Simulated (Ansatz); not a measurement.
# FH3MoO4: the cost of one run

Program: Ansatz 0.2.0, Gaussian basis. Level of theory: the settings change from run to run. These are calculated values, not measurements.

### 1 The relaxed structure

The structure was relaxed beforehand with PBE0-D4 in a triple-zeta def2 set. Mo takes a core potential in def2 sets; no spin-orbit term is included.

SMILES `[O]=[Mo]([OH])([OH])([OH])[F]`, 9 atoms, charge 0, spin multiplicity 1.

Atoms are counted from 1 here; the program's logs count them from 0.

Bond lengths: O1–Mo2 1.655 Å, Mo2–O3 1.881 Å, Mo2–O4 1.851 Å, Mo2–O5 1.881 Å, Mo2–F6 1.908 Å, O3–H7 0.962 Å, O4–H8 0.962 Å, O5–H9 0.962 Å. Angles: O1–Mo2–O3 109.7°, O1–Mo2–O4 102.7°, O1–Mo2–O5 109.7°, O1–Mo2–F6 101.5°, O3–Mo2–O4 91.3°, O3–Mo2–O5 138.9°, O3–Mo2–F6 80.6°, O4–Mo2–O5 91.3°, O4–Mo2–F6 155.8°, O5–Mo2–F6 80.6°, Mo2–O3–H7 117.2°, Mo2–O4–H8 127.4°, Mo2–O5–H9 117.2°.

### 2 BHLYP/def2-SVPD

Set apart from the defaults: charge +1, multiplicity 2, restricted open-shell orbitals, atoms shaken by 0.08 Å, relativity set to none.

in.yaml reads:

```yaml
crystal:
  periodic: [false, false, false]
  atoms:
    - {symbol: O, position_ang: [-1.164526, 0.205465, -1.682390]}
    - {symbol: Mo, position_ang: [-0.175036, -0.017397, -0.214416]}
    - {symbol: O, position_ang: [1.602421, -0.623881, -0.735129]}
    - {symbol: O, position_ang: [-0.686283, -1.664869, 0.262781]}
    - {symbol: O, position_ang: [-1.128640, 0.692214, 1.147330]}
    - {symbol: F, position_ang: [0.552735, 1.618429, -0.307725]}
    - {symbol: H, position_ang: [2.314668, 0.194546, -0.924629]}
    - {symbol: H, position_ang: [-0.334372, -2.149648, 0.902532]}
    - {symbol: H, position_ang: [-0.917765, 1.704077, 1.305083]}
basis:
  gaussian: {orbitals: def2-SVPD}
total_charge: 1
magnetization: {spin_polarized: false, initial_magnetization: 1}
hamiltonian: {xc: {name: BHLYP}, pseudopotentials: {relativity: none}}
```

Launch:

```sh
$ ansatz run in.yaml --threads 4 --pin off --events-out ev --progress --plain --max-ram 11315MiB
```

Q: Estimate wall time and peak memory on 4 threads of Arm Neoverse V2, shared host.

About 17 s, with a peak of 0.91 GiB.
